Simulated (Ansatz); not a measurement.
# Li3SeF: the cost of one run

Method: DFT r2SCAN, scalar-relativistic, plane waves, PAW, in Ansatz 0.2.0.

1 further run of the same task is left out (set aside as unsound or not needed).

### 1 The starting structure

The structure is cubic, space group Pm-3m (No. 221). Conventional cell: a = 3.996 Å, b = 3.996 Å, c = 3.996 Å, α = 90.00°, β = 90.00°, γ = 90.00°. Li (site symmetry 4/mmm) is surrounded by 2 F at 2.00 Å and 8 Li at 2.83 Å and 4 Se at 2.83 Å. Around Se (site symmetry m-3m) lie 12 Li at 2.83 Å. F (site symmetry m-3m) has 6 Li at 2.00 Å as nearest neighbours.

As a file:

```
CELL_PARAMETERS angstrom
3.99627 0.00000 0.00000
0.00000 3.99627 0.00000
0.00000 0.00000 3.99627
ATOMIC_POSITIONS crystal
Li 0.50000 0.00000 0.50000
Li 0.50000 0.50000 0.00000
Li 0.00000 0.50000 0.50000
Se 0.00000 0.00000 0.00000
F 0.50000 0.50000 0.50000
```

It is the end of an earlier relaxation with the same method, from a generated guess; it is a trial structure. At a tolerance of 0.02 Å it has space group Pm-3m (No. 221); it has 12.76 Å³/atom, an uncorrected energy of -1.89 eV/atom over the elements and, on its mesh, gap 3.74 eV.

### 2 The same geometry with r2SCAN

File input.yaml:

```yaml
crystal:
  lattice:
    - [3.9962740045, 0.0, 0.0]
    - [0.0, 3.9962740045, 0.0]
    - [0.0, 0.0, 3.9962740045]
  atoms:
    - { symbol: Li, position: [0.5, 0.0, 0.5] }
    - { symbol: Li, position: [0.5, 0.5, 0.0] }
    - { symbol: Li, position: [0.0, 0.5, 0.5] }
    - { symbol: Se, position: [0.0, 0.0, 0.0] }
    - { symbol: F, position: [0.5, 0.5, 0.5] }
basis:
  ecutwfc: 500
kpoints:
  mp_grid: { grid: [6, 6, 6] }
  band_path:
    path:
      - [[0.0, 0.0, 0.0], [0.0, 0.5, 0.0], [0.5, 0.5, 0.0], [0.0, 0.0, 0.0], [0.5, 0.5, 0.5], [0.0, 0.5, 0.0]]
      - [[0.5, 0.5, 0.5], [0.5, 0.5, 0.0]]
    npoints: 14
hamiltonian:
  xc: r2scan
scf:
  occupations: { method: gaussian, width: 0.02 }
  n_extra_bands: 12
output:
  forces: true
  stress: true
  eigenvalues: true
  populations: true
  dos: { projected: true, de: 0.02, nscf_kmesh: { grid: [9, 9, 9] } }
  bader: true
  write_density: true
  write_potential: true
  elf: true
  volumetric_format: npy
```

Command:

```sh
> ansatz run input.yaml --threads 1 --pin off --max-ram 2048MiB --backend cpu --events-out ev --progress --plain --runs-dir out
```

Q: Estimate wall time and peak memory on 1 thread of AMD EPYC 9R14 (Zen 4), shared host.

About 31 s, with a peak of 0.52 GiB.
